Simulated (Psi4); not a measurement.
# InHCl (SMILES [Cl][InH]): UB2PLYP/def2-TZVPP (core potential, density fitting for correlation)

What is the vertical ionisation energy of InHCl at UB2PLYP/def2-TZVPP (core potential, density fitting for correlation)? 

Program for the calculation: Psi4 1.11.

1 further run of the same task is left out (set aside as unsound or not needed).

## Step 1: The molecule

The species is InHCl (3 atoms), meant as a doublet with charge 0. As SMILES, `[Cl][InH]`. Geometry: relaxed at PBE0-D4/def2-TZVP.

Bond lengths: Cl1–In2 2.365 Å, In2–H3 1.773 Å. Angles: Cl1–In2–H3 115.3°.

## Step 2: The energy at UB2PLYP/def2-TZVPP (core potential, density fitting for correlation)

clhin.xyz

```xyz
3
ClHIn
Cl    -1.649800     0.396800    -0.867400
In     0.409500     0.542400     0.286100
H      1.229400    -1.003900     0.568100
```

run_ase.py

```python
import numpy as np
from ase.calculators.psi4 import Psi4
from ase.io import read

atoms = read('clhin.xyz')
calc = Psi4(atoms=atoms, method='b2plyp', basis='def2-TZVPP', memory='2200MB', num_threads=1, charge=0, multiplicity=2, label='calc', reference='uks')
calc.psi4.set_options({'puream': True, 'e_convergence': 1e-09, 'd_convergence': 1e-08, 'scf_type': 'pk', 'dft_radial_points': 99, 'dft_spherical_points': 590, 'num_frozen_docc': 9, 'maxiter': 100})
atoms.calc = calc

print(f'energy: {atoms.get_potential_energy():.6f} eV')
```

On the command line:

```
$ python run_ase.py
```

calc.dat:

```text
[...]
    !!!  WARNING: ECP capability is in beta. Please check occupations closely.  !!!
[...]
  Running in c1 symmetry.
[...]
  Nuclear repulsion =   88.717601164286506
[...]
  Multiplicity = 2
[...]
  Nalpha       = 20
  Nbeta        = 19
[...]
    Number of basis functions: 106
[...]
   @UKS iter   1:  -650.36968492142375   -9.84276e-01   4.79953e-03 ADIIS/DIIS
[...]
   @UKS iter  14:  -650.47145355465204   -6.82121e-13   2.91944e-09 DIIS
[...]
   @S^2 Observed:                7.616849754E-01
[...]
    Orbital Energies [Eh]
    ---------------------
    Alpha Occupied:
       1A   -102.870895     2A     -9.876673     3A     -7.515195
       4A     -7.511545     5A     -7.511378     6A     -4.993940
       7A     -3.338212     8A     -3.332797     9A     -3.329454
      10A     -0.925486    11A     -0.900237    12A     -0.897742
      13A     -0.895070    14A     -0.892796    15A     -0.861524
      16A     -0.488621    17A     -0.394791    18A     -0.362480
      19A     -0.361023    20A     -0.263736
    Alpha Virtual:
      21A     -0.045276    22A      0.018411    23A      0.061549
      24A      0.093761    25A      0.100495    26A      0.125268
[...]
  @UKS Final Energy:  -650.47145355465204
   => Energetics <=
    Nuclear Repulsion Energy =             88.7176011642865063
    One-Electron Energy =               -1148.3047419485692444
    Two-Electron Energy =                 430.8191446560189206
    DFT Exchange-Correlation Energy =     -21.7034574263880664
    Empirical Dispersion Energy =           0.0000000000000000
    VV10 Nonlocal Energy =                  0.0000000000000000
    Total Energy =                       -650.4714535546519301
[...]
 Multipole Moments:
 ------------------------------------------------------------------------------------
     Multipole            Electronic (a.u.)      Nuclear  (a.u.)        Total (a.u.)
 ------------------------------------------------------------------------------------
 L = 1.  Multiply by 2.5417464519 to convert [e a0] to [Debye]
 Dipole X            :         30.8295649          -29.8351934            0.9943715
 Dipole Y            :          4.5947323           -4.3513317            0.2434006
 Dipole Z            :         17.5357648          -16.9596498            0.5761150
 Magnitude           :                                                    1.1747030
[...]
```

The script printed:

```text
energy: -17704.270563 eV
```

Wall time 18 s (1 thread of AMD EPYC 7R43 (Zen 3), shared host); peak memory 0.86 GiB.

## Step 3: The singlet cation at the same level

clhin.inp

```
memory 2200 MB

molecule {
  1 1
  Cl    -3.11767016     0.74984333    -1.63914844
  In     0.77384285     1.02498745     0.54065064
  H      2.32322930    -1.89709606     1.07355341
  units bohr
  symmetry c1
  no_reorient
  no_com
}

set puream true
set e_convergence 1e-09
set d_convergence 1e-08
set scf_type pk
set dft_radial_points 99
set dft_spherical_points 590
set num_frozen_docc 9

energy("b2plyp/def2-TZVPP")
print_variables()
```

On the command line:

```
$ psi4 -i clhin.inp -o clhin.out -n 1
```

clhin.out:

```text
[...]
    !!!  WARNING: ECP capability is in beta. Please check occupations closely.  !!!
[...]
  Running in c1 symmetry.
[...]
  Nuclear repulsion =   88.717601216330237
[...]
  Multiplicity = 1
[...]
  Nalpha       = 19
  Nbeta        = 19
[...]
    Number of basis functions: 106
[...]
   @RKS iter   1:  -650.09152867898331   -6.88981e-01   4.15771e-03 ADIIS/DIIS
[...]
   @RKS iter  12:  -650.16333551790262   -6.36646e-12   7.04954e-09 DIIS
[...]
    Orbital Energies [Eh]
    ---------------------
    Doubly Occupied:
       1A   -103.106071     2A    -10.109031     3A     -7.747694
       4A     -7.743165     5A     -7.743120     6A     -5.270720
       7A     -3.614692     8A     -3.613000     9A     -3.605228
      10A     -1.183146    11A     -1.175879    12A     -1.175190
      13A     -1.168661    14A     -1.168111    15A     -1.093058
      16A     -0.706601    17A     -0.599189    18A     -0.573980
      19A     -0.571635
[...]
  @RKS Final Energy:  -650.16333551790262
   => Energetics <=
    Nuclear Repulsion Energy =             88.7176012163302374
    One-Electron Energy =               -1138.5183833701678395
    Two-Electron Energy =                 421.2017937271878054
    DFT Exchange-Correlation Energy =     -21.5643470912527278
    Empirical Dispersion Energy =           0.0000000000000000
    VV10 Nonlocal Energy =                  0.0000000000000000
    Total Energy =                       -650.1633355179026239
[...]
 Multipole Moments:
 ------------------------------------------------------------------------------------
     Multipole            Electronic (a.u.)      Nuclear  (a.u.)        Total (a.u.)
 ------------------------------------------------------------------------------------
 L = 1.  Multiply by 2.5417464519 to convert [e a0] to [Debye]
 Dipole X            :         35.7585683          -34.4264636            1.3321047
 Dipole Y            :        -31.0092923           32.3749770            1.3656847
 Dipole Z            :         16.3249462          -15.4383066            0.8866396
 Magnitude           :                                                    2.1037413
[...]
```

It took 11 s on 1 thread of AMD EPYC 7R43 (Zen 3), shared host; peak memory 0.85 GiB.

## Step 4: Summary of results

Level: UB2PLYP/def2-TZVPP (core potential, density fitting for correlation), 9 core orbitals frozen.

| quantity | value |
| --- | --- |
| doublet InHCl: total energy | -650.61995 Eh |
| doublet InHCl: HOMO energy (SCF part's orbitals) (highest over α and β) | -7.18 eV |
| doublet InHCl: LUMO energy (SCF part's orbitals) (lowest over α and β) | -2.34 eV |
| doublet InHCl: ⟨S²⟩ | 0.762 |
| singlet cation: total energy | -650.31009 Eh |
| singlet cation: HOMO energy (SCF part's orbitals) | -15.55 eV |
| singlet cation: LUMO energy (SCF part's orbitals) | -9.56 eV |
| singlet cation: HOMO–LUMO gap (SCF part's orbitals) | 6.00 eV |
| vertical ionisation energy (to the singlet cation) | 8.432 eV |

In words: The vertical ionisation energy comes to 8.43 eV (814 kJ/mol). Only the singlet of the ionised species was computed; a triplet could lie lower.
